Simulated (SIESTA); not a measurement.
Crystal: Sn2Ru.

```
CELL_PARAMETERS angstrom
-3.19450 3.19450 2.84650
3.19450 -3.19450 2.84650
3.19450 3.19450 -2.84650
ATOMIC_POSITIONS crystal
Sn 0.83500 0.66500 0.50000
Sn 0.33500 0.83500 0.17000
Sn 0.16500 0.33500 0.50000
Sn 0.66500 0.16500 0.83000
Ru 0.75000 0.75000 0.00000
Ru 0.25000 0.25000 0.00000
```

```yaml
Program: SIESTA 5.4.2
Task: single point
Functional: PBEsol
Potentials_or_basis: PseudoDojo 0.4 standard (PBEsol files)
Basis: DZP (energy shift 0.003 Ry; two zetas on semicore shells)
Grid_cutoff: 800 Ry
Energy_shift: 0.003 Ry
k_mesh: 6 × 6 × 6
Occupations: fermi-dirac, width 0.05 eV
Spin: no spin polarisation
```

On this cell: pressure 1.0 GPa; largest force 0.263 eV/Å; band gap on the k mesh none (metal or under the smearing width).

The same run follows on a disturbed copy (atoms moved at random, drawn with an rms of 0.05 Å):

```
CELL_PARAMETERS angstrom
-3.19450 3.19450 2.84650
3.19450 -3.19450 2.84650
3.19450 3.19450 -2.84650
ATOMIC_POSITIONS crystal
Sn 0.84452 0.66714 0.50199
Sn 0.32558 0.82285 0.15893
Sn 0.16534 0.33349 0.49895
Sn 0.67163 0.17043 0.83408
Ru 0.74267 0.74561 0.99390
Ru 0.24694 0.26113 0.00014
```

Question: What changes?

Answer: The energy (extrapolated to zero smearing) moves by +13.4 meV/atom; pressure 1.5 GPa; largest force 1.006 eV/Å; band gap on the k mesh none (metal or under the smearing width).

Forces on the atoms (eV/Å):
```
Sn  -0.040 -0.106 -0.115
Sn   0.913  0.084  0.414
Sn  -0.052 -0.315  0.019
Sn  -0.244 -0.573 -0.313
Ru  -0.096  0.308  0.371
Ru  -0.481  0.603 -0.376
```

Stress tensor (GPa, compression positive):
```
 1.26 -0.50  0.38
-0.50  1.01  0.09
 0.38  0.09  2.23
```

Caveats: the basis of atomic orbitals isn't converged, which shifts pressures, moduli and gaps.
